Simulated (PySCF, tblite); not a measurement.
# CH₆B₃F₂N: geometry, infrared bands and NMR shifts

Wanted: the infrared bands and NMR shifts of CH₆B₃F₂N (`BB(N)CB(F)F`), by calculation.

The runs use tblite 0.8.0 and PySCF 2.14.0, with density-fitted response routines of our own; the level of theory stands in each step. All values are computed, except where a source is named. Atoms are numbered from 0 throughout.

### Step 1. The starting structure

13 atoms, charge 0, multiplicity 1; geometry from: force field or distance geometry start.

Bonds of the start (Å): B0–B1 1.66, B1–N2 1.51, B1–C3 1.60, C3–B4 1.57, B4–F5 1.43, B4–F6 1.45, B0–H7 1.20, B0–H8 1.19, N2–H9 1.03, N2–H10 1.05, C3–H11 1.11, C3–H12 1.13.

### Step 2. Relaxing the molecule with GFN2-xTB

What the job is given:

```
{"job": {"kind": "relax", "xc": "GFN2-xTB", "basis": "xTB"}, "charge": 0, "multiplicity": 1}
B     -1.890300    -0.802200    -0.403700
B     -0.606200     0.232500    -0.175100
N     -0.960300     1.635600     0.239300
C      0.703000    -0.510000     0.364600
B      1.883100    -0.199000    -0.626500
F      3.218800    -0.151200    -0.126600
F      1.698800     0.046900    -2.044600
H     -2.610200    -0.871600     0.550300
H     -1.603200    -1.813200    -0.962900
H     -0.825900     1.847000     1.239500
H     -0.561000     2.366100    -0.396800
H      0.985500    -0.153000     1.378000
H      0.563500    -1.627200     0.363100
```

Run with:

```bash
$ OMP_NUM_THREADS=1 python probes_run.py task.json out
```

The driver reads the jobs from task.json and runs them one after another.

**Question.** This job is followed by: GFN2-xTB harmonic vibrations, gas phase; GIAO PBE0/pcSseg-1 NMR shielding, non-relativistic, gas phase. What will the session give for the following? strongest single infrared mode (GFN2-xTB); zero-point energy (GFN2-xTB); ¹³C shifts against TMS (PBE0/pcSseg-1); ¹H shifts against TMS (PBE0/pcSseg-1, means over atoms taken as alike); ¹¹B shifts against BF3·OEt2 (PBE0/pcSseg-1); ¹⁵N shifts against NH3 (PBE0/pcSseg-1); ¹⁹F shifts against CFCl3 (PBE0/pcSseg-1, means over atoms taken as alike); surface potential, 1st and 99th percentile.

**Answer**, as computed:

| quantity | value |
| --- | --- |
| strongest single infrared mode (GFN2-xTB) | 1265 cm⁻¹, 533 km/mol |
| zero-point energy (GFN2-xTB) | 53.9 kcal/mol |
| ¹³C shifts against TMS (PBE0/pcSseg-1) | 6.9 ppm |
| ¹H shifts against TMS (PBE0/pcSseg-1, means over atoms taken as alike) | 9.66, 4.24, 0.60 ppm |
| ¹¹B shifts against BF3·OEt2 (PBE0/pcSseg-1) | 101.9, 49.2, 28.0 ppm |
| ¹⁵N shifts against NH3 (PBE0/pcSseg-1) | 112.8 ppm |
| ¹⁹F shifts against CFCl3 (PBE0/pcSseg-1, means over atoms taken as alike) | -72.4 ppm |
| surface potential, 1st and 99th percentile | -0.91 V and 1.84 V |

In words: Relaxing lowered the energy by 2.196 eV in 103 steps; the close pair that moved most is B4–F6, from 1.451 to 1.324 Å. No mode is imaginary among the 33: a minimum at this level. The strongest single mode, at 1265 cm⁻¹, moves mainly B4. GFN2-xTB is a fitted tight-binding method: band positions and strengths are rough. Its intensities can rank the bands wrongly. At PBE0/pcSseg-1: Shielding is most anisotropic at F5, F6 (span 286 ppm, paramagnetic term -225 ppm). At PBE0/pcSseg-1, counted by nearest atom on the grid, the HOMO lies on B0, B1 about 26 % each; C3 16 %, the LUMO on B0 51 %; H7, H8 about 14 % each.
